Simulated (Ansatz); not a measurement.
# Li3TaO4: the cost of one run

Computed with Ansatz 0.2.0 (DFT PBEsol, scalar-relativistic, plane waves, PAW, unless a step's input says otherwise).

## 1. Starting point

It takes space group I4/mmm (No. 139, tetragonal). Conventional cell: a = 4.130 Å, b = 4.130 Å, c = 8.718 Å, α = 90.00°, β = 90.00°, γ = 90.00°. Around Li (site symmetry 4/mmm) lie 4 O at 2.06 Å. Around Li (site symmetry -4m2) lie 6 O at 2.08 to 2.18 Å. Ta (site symmetry 4/mmm) is surrounded by 6 O at 1.94 to 2.06 Å. Around O (site symmetry mmm) lie 4 Li at 2.06 to 2.18 Å and 2 Ta at 2.06 Å. O (site symmetry 4mm) is surrounded by 1 Ta at 1.94 Å and 4 Li at 2.08 Å.

Coordinates:

```cif
data_structure
_symmetry_space_group_name_H-M 'P 1'
_symmetry_Int_Tables_number 1
_cell_length_a 5.2467
_cell_length_b 5.2467
_cell_length_c 5.2467
_cell_angle_alpha 133.650
_cell_angle_beta 133.650
_cell_angle_gamma 67.636
_cell_volume 74.34
loop_
_atom_site_label
_atom_site_type_symbol
_atom_site_fract_x
_atom_site_fract_y
_atom_site_fract_z
_atom_site_occupancy
Li1 Li 0.50000 0.50000 0.00000 1
Li2 Li 0.25000 0.75000 0.50000 1
Li3 Li 0.75000 0.25000 0.50000 1
Ta1 Ta 0.00000 0.00000 0.00000 1
O1 O 0.00000 0.50000 0.50000 1
O2 O 0.77786 0.77786 0.00000 1
O3 O 0.50000 0.00000 0.50000 1
O4 O 0.22214 0.22214 0.00000 1
```

The structure comes from the Materials Project (structure only).

## 2. A first look at the start

input.yaml

```yaml
crystal:
  lattice:
    - [-2.064795, 2.064795, 4.358979]
    - [2.064795, -2.064795, 4.358979]
    - [2.064795, 2.064795, -4.358979]
  atoms:
    - { symbol: Li, position: [0.5, 0.5, 0.0] }
    - { symbol: Li, position: [0.25, 0.75, 0.5] }
    - { symbol: Li, position: [0.75, 0.25, 0.5] }
    - { symbol: Ta, position: [0.0, 0.0, 0.0] }
    - { symbol: O, position: [0.0, 0.5, 0.5] }
    - { symbol: O, position: [0.777859, 0.777859, 0.0] }
    - { symbol: O, position: [0.5, 0.0, 0.5] }
    - { symbol: O, position: [0.222141, 0.222141, 0.0] }
basis:
  ecutwfc: 420
kpoints:
  mp_grid: { grid: [6, 6, 6] }
hamiltonian:
  xc: pbesol
scf:
  occupations: { method: gaussian, width: 0.1 }
output:
  forces: true
  stress: true
  eigenvalues: true
```

Started as:

```
$ ansatz run input.yaml --threads 2 --pin off --max-ram 5120MiB --backend cpu --events-out ev --progress --plain --runs-dir out
```

Q: Estimate wall time and peak memory on 2 threads of Arm Neoverse V2, shared host.

About 1.9 s, with a peak of 0.38 GiB.
